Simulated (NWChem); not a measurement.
Volume series of SiC (zincblende structure): lattice constant and bulk modulus

The numbers come from NWChem runs, not from measurements. Level: PBE, default library pseudopotentials (valence charges C 4, Si 4), cutoff 35 Ha, shifted 4×4×4 mesh, two-atom cell, no spin-orbit coupling. The cell is scaled uniformly; the run nearest the minimum isn't listed, and energies count from the lowest row shown.

```tsv
volume (Å³/cell)	E (meV/atom)
19.42	?
19.83	9.2
20.25	0.4
21.07	0.0
21.49	7.6
21.90	19.8
```

Question: Fit the energy as a cubic in V^(−2/3), give the equilibrium lattice constant and bulk modulus, and predict the withheld row.

Answer: The minimum lies at V₀ = 20.67 Å³, so a₀ = (4V₀)^(1/3) = 4.356 Å, and B₀ = V·d²E/dV² ≈ 210 GPa. The fit predicts 24.3 meV/atom at 19.42 Å³; the run gave 24.8.
